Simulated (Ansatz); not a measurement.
# C₂H₆OSn: basis-set convergence

The task here is to estimate one member of a computed series from the others.

Program: Ansatz 0.2.0, Gaussian basis. Level of theory: one geometry, several basis sets. These are calculated values, not measurements.

The runs, in order: PBE0-D4/def2-SVP; ωB97M-V/def2-SVP; PBE0-D4/def2-QZVPP; ωB97M-V/def2-QZVPP; the functionals' def2-TZVPP values are taken from earlier runs.

### The relaxed structure

An earlier PBE0-D4 in a triple-zeta def2 set relaxation fixed the geometry. Sn takes the def2 core potential; no spin-orbit term is included.

SMILES `C[O][Sn][CH3]`, 10 atoms, charge 0, spin multiplicity 1.

Atoms are counted from 1 here; the program's logs count them from 0.

Bond lengths: C1–O2 1.398 Å, C1–H5 1.097 Å, C1–H6 1.097 Å, C1–H7 1.097 Å, O2–Sn3 1.980 Å, Sn3–C4 2.195 Å, C4–H8 1.094 Å, C4–H9 1.094 Å, C4–H10 1.092 Å. Angles: O2–C1–H5 110.0°, O2–C1–H6 113.4°, O2–C1–H7 110.1°, H5–C1–H6 107.9°, H5–C1–H7 107.5°, H6–C1–H7 107.9°, C1–O2–Sn3 129.7°, O2–Sn3–C4 97.8°, Sn3–C4–H8 111.0°, Sn3–C4–H9 111.0°, Sn3–C4–H10 110.1°, H8–C4–H9 107.8°, H8–C4–H10 108.5°, H9–C4–H10 108.5°.

The first run:

in.yaml

```yaml
crystal:
  periodic: [false, false, false]
  atoms:
    - {symbol: C, position_ang: [-0.415580, 0.798416, -1.362092]}
    - {symbol: O, position_ang: [0.960541, 0.750905, -1.118915]}
    - {symbol: Sn, position_ang: [1.953344, -0.090173, 0.372878]}
    - {symbol: C, position_ang: [0.225203, -0.887705, 1.466740]}
    - {symbol: H, position_ang: [-0.748402, 1.841328, -1.428450]}
    - {symbol: H, position_ang: [-1.012147, 0.303667, -0.585436]}
    - {symbol: H, position_ang: [-0.645024, 0.316513, -2.320282]}
    - {symbol: H, position_ang: [-0.344051, -1.584995, 0.844499]}
    - {symbol: H, position_ang: [-0.450562, -0.082834, 1.771756]}
    - {symbol: H, position_ang: [0.559878, -1.416324, 2.362204]}
basis:
  gaussian: {orbitals: def2-SVP}
hamiltonian: {xc: pbe0, dispersion: d4}
output: {orbitals: {seedname: orbitals}}
```

On the command line:

```sh
ansatz run in.yaml --threads 2 --pin off --events-out ev --progress --plain --max-ram 22528MiB --backend cpu
```

Steps of the session up to this table: PBE0-D4 in def2-SVP; ωB97M-V in def2-SVP; PBE0-D4 in def2-QZVPP; ωB97M-V in def2-QZVPP.

One of the session's tables, all rows but one given; the rest of the session is left out.

It belongs to the step «Functionals by basis». 

| functional | basis | HOMO (eV) | LUMO (eV) |
| --- | --- | --- | --- |
| PBE0-D4 | def2-SVP | -6.35 | -2.00 |
| PBE0-D4 | def2-TZVPP | -6.43 | -2.10 |
| PBE0-D4 | def2-QZVPP | ? | ? |
| ωB97M-V | def2-SVP | -8.42 | -0.20 |
| ωB97M-V | def2-TZVPP | -8.52 | -0.40 |
| ωB97M-V | def2-QZVPP | -8.54 | -0.46 |

**Question.** Estimate the row for PBE0-D4, def2-QZVPP.

The run gave: HOMO (eV): -6.45; LUMO (eV): -2.12. In the column «HOMO (eV)» it lies between ωB97M-V, def2-SVP (-8.42) and PBE0-D4, def2-TZVPP (-6.43).
